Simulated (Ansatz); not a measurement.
# GaH₄+ (singlet): from Hartree-Fock to the top rungs at distance H3–H5 = 2.615 Å, cc-pVDZ

One table from this session's results is given with a row withheld; the runs are named, their logs left out.

Program: Ansatz 0.2.0, Gaussian basis. Level of theory: cc-pVDZ, core rule «outside noble gas», up to 14 orbitals frozen. These are calculated values, not measurements.

The runs, in order: UHF; CCSD(T) on RHF; CCSD(T) on UHF; BCCD(T) on RHF; CISD; CCSDT(Q) on RHF; CCSDT(Q) on UHF; CASSCF and MRCISD+Q, 2 electrons in 2 orbitals; CASSCF and NEVPT2, 2 electrons in 2 orbitals; Full CI.

45 further runs of the same task are left out: 24 for a known fault of the program, 16 that didn't finish, 5 set aside as unsound or not needed.

**What is computed**

The geometry derives from a PBE0/def2-TZVP stationary point (not a proven minimum). One bond is set to the value named and the two fragments are kept rigid. No spin-orbit coupling is included. The filled d shell of Ga may be among the frozen orbitals whatever the setting's name suggests; the logs give the count.

5 atoms, charge 1, spin multiplicity 1.

Atoms are counted from 1 here; the program's logs count them from 0.

Bond lengths: Ga1–H2 1.527 Å, Ga1–H4 1.527 Å. Angles: H2–Ga1–H4 169.3°.

Geometry (Å):

```xyz
5

Ga    0.00000    0.02528   -0.05519
H     0.00000    1.54595   -0.19792
H     0.00000    0.40780    2.10689
H     0.00000   -1.49539   -0.19792
H     0.00000   -2.20720    2.10689
```

The first run:

File in.yaml:

```yaml
crystal:
  periodic: [false, false, false]
  atoms:
    - {symbol: Ga, position_ang: [0.000000, 0.025282, -0.055194]}
    - {symbol: H, position_ang: [0.000000, 1.545955, -0.197915]}
    - {symbol: H, position_ang: [0.000000, 0.407804, 2.106890]}
    - {symbol: H, position_ang: [0.000000, -1.495391, -0.197915]}
    - {symbol: H, position_ang: [0.000000, -2.207196, 2.106890]}
basis:
  gaussian: {orbitals: cc-pVDZ}
total_charge: 1
magnetization: {spin_polarized: true, initial_magnetization: 0}
hamiltonian: {xc: hf}
output: {orbitals: {seedname: orbitals}}
```

The run is started by

```bash
$ ansatz run in.yaml --threads 1 --pin off --events-out ev --progress --plain --max-ram 2393MiB
```

Steps of the session up to this table: UHF; CCSD(T) on RHF; CCSD(T) on UHF; BCCD(T) on RHF; CISD; CCSDT(Q) on RHF; CCSDT(Q) on UHF; CASSCF and MRCISD+Q, 2 electrons in 2 orbitals; CASSCF and NEVPT2, 2 electrons in 2 orbitals; Full CI.

One of the session's tables, all rows but one given; the rest of the session is left out.

| method | from FCI (meV) |
| --- | --- |
| RHF | +5152.8 |
| UHF | ? |
| RMP2 | +2022.5 |
| UMP2 | +597.7 |
| RCCSD | +116.2 |
| UCCSD | +84.9 |
| RCCSD(T) | -40.2 |
| UCCSD(T) | +50.4 |
| BCCD(T) | +5.2 |
| RCCSDT | +4.8 |
| UCCSDT | +5.7 |
| RCCSDT(Q) | -1.1 |
| UCCSDT(Q) | +0.8 |
| CASSCF pair | +1936.3 |
| NEVPT2 pair | +525.7 |
| MRCISD pair | +71.5 |
| MRCISD+Q pair | -22.1 |
| FCI | 0 |

**Question.** Estimate the row for UHF.

The run gave: from FCI (meV): +2006.0. In the column «from FCI (meV)» it lies between CASSCF pair (+1936.3) and RMP2 (+2022.5).

Not comparable, so not listed: CISD (they don't share determinant, frozen orbitals or solution with the rows shown, or repeat one).

Limits of these values: The determinant is far from a pure spin state, so its energy mixes those of several spin states (harmless only where they are near-degenerate, as at dissociation). The report flags that the cluster equations may have other roots. The program flags RCCSD(T), BCCD(T), RCCSDT(Q) as in doubt, so those rows may rest on another solution; read them beside their warnings. RCCSD(T), MRCISD+Q pair fall below full CI, which methods that aren't variational can do. Restricted and unrestricted rows rest on different reference determinants; where their highest levels disagree by more than a few hundredths of an eV, they describe different states and don't form one ladder.
